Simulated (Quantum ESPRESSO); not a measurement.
Ti, a slab with vacuum:

```
Ti
1.0
     2.95000    0.00000    0.00000
    -1.47500    2.55477    0.00000
     0.00000    0.00000   24.37200
Ti
5
Cartesian
  0.0000 1.7032 7.5000
  1.4750 0.8516 9.8430
  0.0000 1.7032 12.1860
  1.4750 0.8516 14.5290
  0.0000 1.7032 16.8720
```

A sound run:

| Property | Result |
| --- | --- |
| Program | Quantum ESPRESSO 7.5 |
| Task | work function |
| Functional | PBE |
| Potentials or basis | PseudoDojo 0.4.1 SR PBE standard |
| Cutoff | 1143 eV |
| Density cutoff | 4572 eV |
| k mesh | 10 × 10 × 1 |
| Occupations | fermi-dirac, width 0.05 eV |
| Spin | no spin polarisation |

It gives largest force 0.628 eV/Å; band gap on the k mesh none (metal or under the smearing width).

Q: What do these careless settings give instead: cutoff 680 eV in place of 1143 eV; density cutoff 2748 eV in place of 4572 eV?

A: Largest force 0.616 eV/Å; band gap on the k mesh none (metal or under the smearing width). The run converged, but these numbers show the error of the settings and aren't properties of the slab.
